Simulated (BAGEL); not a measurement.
# C3H8BN (SMILES BN(C)C=C), step by step

We compute the energy (HF/def2-SV(P)), then the energy (CASPT2(2,2)/def2-SV(P)) of C3H8BN. 

The calculation is run with BAGEL 1.2.2.

2 further runs of the same task are left out: 2 set aside as unsound or not needed.

**1. The system as given**

The species is C3H8BN (13 atoms), meant as a singlet with charge 0. SMILES: `BN(C)C=C`. Geometry: relaxed at PBE0-D4/def2-TZVP. This is one conformer, not always the lowest.

Bond lengths: B1–N2 1.399 Å, N2–C3 1.449 Å, N2–C4 1.395 Å, C4–C5 1.331 Å, B1–H6 1.195 Å, B1–H7 1.195 Å, C3–H8 1.094 Å, C3–H9 1.094 Å, C3–H10 1.087 Å, C4–H11 1.084 Å, C5–H12 1.082 Å, C5–H13 1.081 Å. Some angles: B1–N2–C3 122.3°, B1–N2–C4 121.2°, C3–N2–C4 116.5°, N2–C4–C5 126.4°, N2–B1–H6 118.5°, N2–B1–H7 119.0°, N2–C3–H8 110.7°, N2–C3–H9 110.7°, N2–C3–H10 109.1°, N2–C4–H11 112.9°.

**2. The energy at HF/def2-SV(P) (density fitting with svp-jkfit) (run 1)**

The input, input.json:

```json
{ "bagel": [

{
  "title": "molecule",
  "basis": "def2-sv_p_.json",
  "df_basis": "svp-jkfit",
  "angstrom": true,
  "geometry": [
    { "atom": "B", "xyz": [      -0.159400,       0.370500,      -1.851000 ] },
    { "atom": "N", "xyz": [       0.038300,       0.124900,      -0.488300 ] },
    { "atom": "C", "xyz": [       1.288400,       0.426600,       0.178700 ] },
    { "atom": "C", "xyz": [      -0.969900,      -0.427900,       0.300800 ] },
    { "atom": "C", "xyz": [      -0.894100,      -0.703300,       1.600300 ] },
    { "atom": "H", "xyz": [      -1.217900,       0.095500,      -2.333200 ] },
    { "atom": "H", "xyz": [       0.732500,       0.845600,      -2.488700 ] },
    { "atom": "H", "xyz": [       1.726000,      -0.479300,       0.608900 ] },
    { "atom": "H", "xyz": [       1.131200,       1.145100,       0.988800 ] },
    { "atom": "H", "xyz": [       1.983100,       0.849700,      -0.542900 ] },
    { "atom": "H", "xyz": [      -1.878000,      -0.630300,      -0.255600 ] },
    { "atom": "H", "xyz": [      -0.009800,      -0.518600,       2.195600 ] },
    { "atom": "H", "xyz": [      -1.750000,      -1.133500,       2.101700 ] }
  ]
},

{
  "title": "hf"
},

{
  "title": "print",
  "file": "orbitals.molden",
  "orbitals": true
}

]}
```

The basis set def2-SV(P) is read from a file made from the Basis Set Exchange's data (not shown).

The run is started by

```console
BAGEL_NUM_THREADS=1 BAGEL input.json > input.out
```

The program printed:

```text
* using 1 threads per process

  ===============================================================
  ===============================================================

  *** Geometry ***

  { "atom" : "B", "xyz" : [     -0.301222,      0.700144,     -3.497883 ] },
  { "atom" : "N", "xyz" : [      0.072377,      0.236027,     -0.922753 ] },
  { "atom" : "C", "xyz" : [      2.434723,      0.806157,      0.337694 ] },
  { "atom" : "C", "xyz" : [     -1.832845,     -0.808614,      0.568430 ] },
  { "atom" : "C", "xyz" : [     -1.689604,     -1.329044,      3.024129 ] },
  { "atom" : "H", "xyz" : [     -2.301497,      0.180469,     -4.409109 ] },
  { "atom" : "H", "xyz" : [      1.384224,      1.597952,     -4.702961 ] },
  { "atom" : "H", "xyz" : [      3.261667,     -0.905746,      1.150654 ] },
  { "atom" : "H", "xyz" : [      2.137658,      2.163925,      1.868561 ] },
  { "atom" : "H", "xyz" : [      3.747516,      1.605700,     -1.025932 ] },
  { "atom" : "H", "xyz" : [     -3.548906,     -1.191094,     -0.483014 ] },
  { "atom" : "H", "xyz" : [     -0.018519,     -0.980012,      4.149083 ] },
  { "atom" : "H", "xyz" : [     -3.307021,     -2.142005,      3.971637 ] },

  Number of auxiliary basis functions:      521

  Since a DF basis is specified, we compute 2- and 3-index integrals:
    o Being stored without compression. Storage requirement is 0.031 GB

  Number of basis functions:       86
  Number of electrons      :       38

    * METHOD: MOLECULE                             0.29

  *** RHF ***

  === Nuclear Repulsion ===
   163.9082950498

      * DIIS with orbital gradients will be used.

  === RHF iteration (def2-sv_p_.json) ===
      0       -197.06804917          0.01474428           0.07
      1       -197.20797817          0.00665093           0.07
      2       -197.22963816          0.00199882           0.07
      3       -197.23201711          0.00043677           0.07
      4       -197.23214269          0.00012466           0.07
      5       -197.23215271          0.00003134           0.07
      6       -197.23215418          0.00001637           0.07
      7       -197.23215454          0.00000442           0.07
      8       -197.23215456          0.00000203           0.07
      9       -197.23215457          0.00000064           0.07
     10       -197.23215457          0.00000033           0.07
     11       -197.23215457          0.00000010           0.07
     12       -197.23215457          0.00000004           0.07
     13       -197.23215457          0.00000001           0.07
     14       -197.23215457          0.00000000           0.08
    * SCF iteration converged.

    * Permanent dipole moment:
           (   -0.245228,    -0.021468,    -0.292801) a.u.

    * METHOD: HF                                   1.25

    * METHOD: PRINT                                0.02

  ===============================================================
```

Wall time 1.7 s (1 thread of Arm Neoverse V1, shared host); peak memory 0.14 GiB.

**3. A single-point energy at CASPT2(2,2)/def2-SV(P) (density fitting with svp-jkfit, 2 states averaged) (run 2)**

The input, input.json:

```json
{ "bagel" : [

{
  "title" : "molecule",
  "basis" : "def2-sv_p_.json",
  "df_basis" : "svp-jkfit",
  "angstrom" : true,
  "geometry" : [
    { "atom" : "B", "xyz" : [   -0.159400,    0.370500,   -1.851000 ] },
    { "atom" : "N", "xyz" : [    0.038300,    0.124900,   -0.488300 ] },
    { "atom" : "C", "xyz" : [    1.288400,    0.426600,    0.178700 ] },
    { "atom" : "C", "xyz" : [   -0.969900,   -0.427900,    0.300800 ] },
    { "atom" : "C", "xyz" : [   -0.894100,   -0.703300,    1.600300 ] },
    { "atom" : "H", "xyz" : [   -1.217900,    0.095500,   -2.333200 ] },
    { "atom" : "H", "xyz" : [    0.732500,    0.845600,   -2.488700 ] },
    { "atom" : "H", "xyz" : [    1.726000,   -0.479300,    0.608900 ] },
    { "atom" : "H", "xyz" : [    1.131200,    1.145100,    0.988800 ] },
    { "atom" : "H", "xyz" : [    1.983100,    0.849700,   -0.542900 ] },
    { "atom" : "H", "xyz" : [   -1.878000,   -0.630300,   -0.255600 ] },
    { "atom" : "H", "xyz" : [   -0.009800,   -0.518600,    2.195600 ] },
    { "atom" : "H", "xyz" : [   -1.750000,   -1.133500,    2.101700 ] }
  ]
},
{
  "title" : "hf"
},
{
  "title" : "casscf",
  "nstate" : 2,
  "nact" : 2,
  "nclosed" : 18,
  "nspin" : 0,
  "active" : [19, 22],
  "maxiter" : 200,
  "natocc" : true
},
{
  "title" : "print",
  "file" : "orbitals.molden",
  "orbitals" : true
},
{
  "title" : "smith",
  "method" : "caspt2",
  "ms" : true,
  "xms" : true,
  "sssr" : true,
  "shift" : 0.0,
  "ncore" : 5
}

]}
```

The basis set def2-SV(P) is read from a file made from the Basis Set Exchange's data (not shown).

The run is started by

```console
BAGEL_NUM_THREADS=1 BAGEL input.json > input.out
```

The program printed:

```text
* using 1 threads per process

  ===============================================================
  ===============================================================

  *** Geometry ***

  { "atom" : "B", "xyz" : [     -0.301222,      0.700144,     -3.497883 ] },
  { "atom" : "N", "xyz" : [      0.072377,      0.236027,     -0.922753 ] },
  { "atom" : "C", "xyz" : [      2.434723,      0.806157,      0.337694 ] },
  { "atom" : "C", "xyz" : [     -1.832845,     -0.808614,      0.568430 ] },
  { "atom" : "C", "xyz" : [     -1.689604,     -1.329044,      3.024129 ] },
  { "atom" : "H", "xyz" : [     -2.301497,      0.180469,     -4.409109 ] },
  { "atom" : "H", "xyz" : [      1.384224,      1.597952,     -4.702961 ] },
  { "atom" : "H", "xyz" : [      3.261667,     -0.905746,      1.150654 ] },
  { "atom" : "H", "xyz" : [      2.137658,      2.163925,      1.868561 ] },
  { "atom" : "H", "xyz" : [      3.747516,      1.605700,     -1.025932 ] },
  { "atom" : "H", "xyz" : [     -3.548906,     -1.191094,     -0.483014 ] },
  { "atom" : "H", "xyz" : [     -0.018519,     -0.980012,      4.149083 ] },
  { "atom" : "H", "xyz" : [     -3.307021,     -2.142005,      3.971637 ] },

  Number of auxiliary basis functions:      521

  Since a DF basis is specified, we compute 2- and 3-index integrals:
    o Being stored without compression. Storage requirement is 0.031 GB

  Number of basis functions:       86
  Number of electrons      :       38

    * METHOD: MOLECULE                             0.29

  *** RHF ***

  === Nuclear Repulsion ===
   163.9082950498

      * DIIS with orbital gradients will be used.

  === RHF iteration (def2-sv_p_.json) ===
      0       -197.06804917          0.01474428           0.07
      1       -197.20797817          0.00665093           0.07
      2       -197.22963816          0.00199882           0.07
      3       -197.23201711          0.00043677           0.07
      4       -197.23214269          0.00012466           0.07
      5       -197.23215271          0.00003134           0.07
      6       -197.23215418          0.00001637           0.07
      7       -197.23215454          0.00000442           0.07
      8       -197.23215456          0.00000203           0.07
      9       -197.23215457          0.00000064           0.07
     10       -197.23215457          0.00000033           0.07
     11       -197.23215457          0.00000010           0.07
     12       -197.23215457          0.00000004           0.07
     13       -197.23215457          0.00000001           0.07
     14       -197.23215457          0.00000000           0.07
    * SCF iteration converged.

    * Permanent dipole moment:
           (   -0.245228,    -0.021468,    -0.292801) a.u.

    * METHOD: HF                                   1.24

  ---------------------------
      CASSCF calculation
  ---------------------------

    ==== Active orbitals : =====
         Orbital 19
         Orbital 22
    ============================

    * nstate   :      2
    * nclosed  :     18
    * nact     :      2
    * nvirt    :     66
  === CASSCF iteration (def2-sv_p_.json) ===

    * Using the second-order algorithm

      0  0      -197.23924208     4.23e-03      0.03
      0  1      -196.88477773     0.00e+00      0.03

      1  0      -197.23697414     6.09e-04      0.40
      1  1      -196.89460655     0.00e+00      0.40

      2  0      -197.23592566     2.05e-03      0.34
      2  1      -196.91591328     0.00e+00      0.34

      3  0      -197.22612750     7.24e-03      0.36
      3  1      -196.96642937     0.00e+00      0.36

      4  0      -197.22845781     3.24e-04      0.40
      4  1      -196.98286944     0.00e+00      0.40

      5  0      -197.22906761     3.76e-05      0.41
      5  1      -196.98240024     0.00e+00      0.41

      6  0      -197.22911946     4.12e-06      0.40
      6  1      -196.98234964     0.00e+00      0.40

      7  0      -197.22912401     4.39e-07      0.43
      7  1      -196.98234510     0.00e+00      0.43

      8  0      -197.22912449     4.65e-08      0.40
      8  1      -196.98234462     0.00e+00      0.40

      9  0      -197.22912454     4.92e-09      0.38
      9  1      -196.98234457     0.00e+00      0.38

    * Second-order optimization converged. *

     guess   0:   closed 1.                   open ..
     guess   1:   closed ..                   open 11

  === FCI iteration ===

      0  0      -197.22885168     6.77e-03      0.00
      0  1      -196.98232987     1.25e-03      0.00

      1  0 *    -197.22912454     1.48e-16      0.00
      1  1 *    -196.98234457     3.90e-17      0.00

     * ci vector, state   0, <S^2> = 0.0000
       2.     0.9598097199
       ab    -0.1979386417
       ba    -0.1979386417

     * ci vector, state   1, <S^2> = 0.0000
       ab     0.6788374578
       ba     0.6788374578
       2.     0.2798658649

    * METHOD: CASSCF                               3.69

    * METHOD: PRINT                                0.02

  === SMITH program ===

    * freezing 5 orbitals
    * SS-SR internal contraction is used

    * Approximate memory requirement for SMITH calulation per MPI process:
      o Storage requirement for T-amplitude, lambda, and residual is 0.03 GB
      o Storage requirement for MO integrals is 0.01 GB

  ++ State-averaged Fock matrix over basis states ++

                         0                   1
     0       -0.5694635326       -0.0566401341
     1       -0.0566401341       -0.2119309877

  ++ Extended multi-state CASPT2 (XMS-CASPT2) rotation matrix ++

                         0                   1
     0       -0.9882547548        0.1528153778
     1       -0.1528153778       -0.9882547548

  ++ Reference energies in XMS basis ++

                         0                   1
     0     -197.2233615996        0.0372688396
     1        0.0372688396     -196.9881075122

    * Calculating and saving rdm4f

    * Zeroth order energy : state  0       -0.5782218851
    * Zeroth order energy : state  1       -0.2031726352

    * CASPT2 iteration is performed using redundant basis

      ---- iteration ----

        0    -0.62151928     0.00067113      0.11
        1    -0.62157782     0.00002155      0.11
        2    -0.62157792     0.00000079      0.11

        0    -0.65158836     0.00066323      0.10
        1    -0.65174044     0.00005520      0.10
        2    -0.65174196     0.00000403      0.11
        3    -0.65174197     0.00000033      0.12

      -------------------

    * CASPT2 energy : state  0     -197.8449395229
        reference weight              0.8167086571

    * CASPT2 energy : state  1     -197.6398494839
        reference weight              0.7843091116

    * MS-CASPT2 Heff
           -197.8449395229        0.0362352353
              0.0362352353     -197.6398494839

    * MS-CASPT2 rotation matrix
             -0.9856131448       -0.1690169485
              0.1690169485       -0.9856131448

    * XMS-CASPT2 rotation matrix
              0.9998652655        0.0164149579
             -0.0164149579        0.9998652655

    * MS-CASPT2 energy : state  0     -197.8511532884
    * MS-CASPT2 energy : state  1     -197.6336357184

    * METHOD: SMITH                                1.24

  ===============================================================
```

It took 6.9 s on 1 thread of Arm Neoverse V1, shared host; peak memory 0.2 GiB.

**4. What came out**

| quantity | value |
| --- | --- |
| run 1, HF/def2-SV(P): total energy | -197.23215 Eh |
| run 1, HF/def2-SV(P): dipole moment | 0.97 D |
| run 1, HF/def2-SV(P): HOMO energy | -9.06 eV |
| run 1, HF/def2-SV(P): LUMO energy | 3.33 eV |
| run 1, HF/def2-SV(P): HOMO–LUMO gap | 12.38 eV |
| run 2, CASPT2(2,2)/def2-SV(P): energy of the lowest of 2 roots | -197.85115 Eh |
| run 2, CASPT2(2,2)/def2-SV(P): lowest excitation energy within this active space | 5.92 eV |

**Reading.** The orbitals (run 2, CASPT2(2,2)/def2-SV(P)) are averaged over several states, so each root lies above its own optimum (it can stand above Hartree-Fock), and forces and dipoles share that bias.
